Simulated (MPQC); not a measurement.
**HF/3-21G run of RbI (SMILES [Rb][I])**

What is the energy change on altering one bond length of RbI at HF/3-21G? 

The calculation is run with MPQC 2.3.1.

3 further runs of the same task are left out: 3 set aside as unsound or not needed.

### 1 The molecule

The species is RbI (2 atoms), meant as a singlet with charge 0. SMILES: `[Rb][I]`. The bond length is the measured one.

Bond lengths: Rb1–I2 3.177 Å.

### 2 Energy and gradient at HF/3-21G

The input, run.in:

```
molecule<Molecule>: (
    symmetry = c1
    unit = angstrom
    { atoms geometry } = {
        Rb [ 0.000000 0.000000 0.000000 ]
        I  [ 0.000000 0.000000 3.176879 ]
    }
)
basis<GaussianBasisSet>: (
    name = "3-21G"
    molecule = $:molecule
    basisdir = "."
    puream = no
)
mpqc: (
    checkpoint = no
    savestate = no
    restart = no
    do_energy = yes
    do_gradient = yes
    optimize = no
    mole<CLHF>: (
        molecule = $:molecule
        basis = $:basis
        total_charge = 0
        memory = 1000000000
        print_evals = yes
        maxiter = 100
    )
)
```

The basis set 3-21G is read from a file made from the Basis Set Exchange's data (not shown).

On the command line:

```
$ mpqc run.in > run.out
```

Standard output:

```text
MPQC: Massively Parallel Quantum Chemistry
[...]
  CLSCF::init: total charge = 0
[...]
  nbasis = 60
[...]
  iter     1 energy = -9793.0817862207 delta = 5.21083e-01
[...]
  LUMO is    46   A =  -0.019397
  total scf energy = -9812.6378367545
[...]
Value of the MolecularEnergy: -9812.6378367545
  Gradient of the MolecularEnergy:
      1    0.0000000000
      2   -0.0000000000
      3    0.0205035449
      4   -0.0000000000
      5    0.0000000000
      6   -0.0205035450
  Function Parameters:
    value_accuracy    = 5.710695e-09 (1.000000e-08) (computed)
    gradient_accuracy = 5.710695e-07 (1.000000e-06) (computed)
    hessian_accuracy  = 0.000000e+00 (1.000000e-04)
[...]
      symmetry = c1
[...]
```

Run time: 4.5 s. Hardware: 1 thread of Intel Xeon Platinum 8488C (Sapphire Rapids), shared host; peak memory 0.13 GiB.

### 3 The distorted shape

The input, input.in:

```
% emacs should use -*- KeyVal -*- mode
molecule<Molecule>: (
    symmetry = c1
    unit = angstrom
    { atoms geometry } = {
        Rb [ 0.000000     0.000000    -1.111921 ]
        I  [ 0.000000     0.000000     3.176879 ]
    }
)
basis<GaussianBasisSet>: (
    name = "3-21G"
    molecule = $:molecule
    basisdir = "."
    puream = no
)
mpqc: (
    checkpoint = no
    savestate = no
    restart = no
    do_energy = yes
    do_gradient = yes
    optimize = no
    mole<CLHF>: (
        molecule = $:molecule
        basis = $:basis
        total_charge = 0
        memory = 1000000000
        print_evals = yes
        maxiter = 100
    )
)
```

The basis set 3-21G is read from a file made from the Basis Set Exchange's data (not shown).

On the command line:

```
$ mpqc -o input.out input.in
```

Standard output:

```text
MPQC: Massively Parallel Quantum Chemistry
[...]
  CLSCF::init: total charge = 0
[...]
  nbasis = 60
[...]
  iter     1 energy = -9801.4307219573 delta = 5.55916e-01
[...]
  LUMO is    46   A =  -0.033757
  total scf energy = -9812.6253653013
[...]
Value of the MolecularEnergy: -9812.6253653013
  Gradient of the MolecularEnergy:
      1   -0.0000000000
      2   -0.0000000000
      3   -0.0150793624
      4    0.0000000000
      5    0.0000000000
      6    0.0150793624
  Function Parameters:
    value_accuracy    = 8.475698e-10 (1.000000e-08) (computed)
    gradient_accuracy = 8.475698e-08 (1.000000e-06) (computed)
    hessian_accuracy  = 0.000000e+00 (1.000000e-04)
[...]
      symmetry = c1
[...]
```

Wall time 3.9 s (1 thread of Intel Xeon Platinum 8488C (Sapphire Rapids), shared host); peak memory 0.12 GiB.

### 4 Summary of results

Level: HF/3-21G.

| quantity | value |
| --- | --- |
| first shape: total energy | -9812.63784 Eh |
| first shape: HOMO energy | -7.21 eV |
| first shape: LUMO energy | -0.53 eV |
| first shape: HOMO–LUMO gap | 6.68 eV |
| first shape: largest force on an atom | 1.054 eV/Å |
| distorted shape: total energy | -9812.62537 Eh |
| distorted shape: HOMO energy | -6.37 eV |
| distorted shape: LUMO energy | -0.92 eV |
| distorted shape: HOMO–LUMO gap | 5.45 eV |
| distorted shape: largest force on an atom | 0.775 eV/Å |
| energy change with the Rb1–I2 bond stretched from 3.177 to 4.289 Å | 0.339 eV |

**Reading.** With the Rb1–I2 bond stretched from 3.177 to 4.289 Å the energy rises by 0.34 eV (32.7 kJ/mol). The first shape isn't relaxed at this level, so the change isn't measured from a minimum. The largest force (first shape) is 1.05 eV/Å: the shape isn't a stationary point for this species at this level. Relativity is left out (first shape) although the molecule holds a heavy atom. Relativity is left out (distorted shape) although the molecule holds a heavy atom.
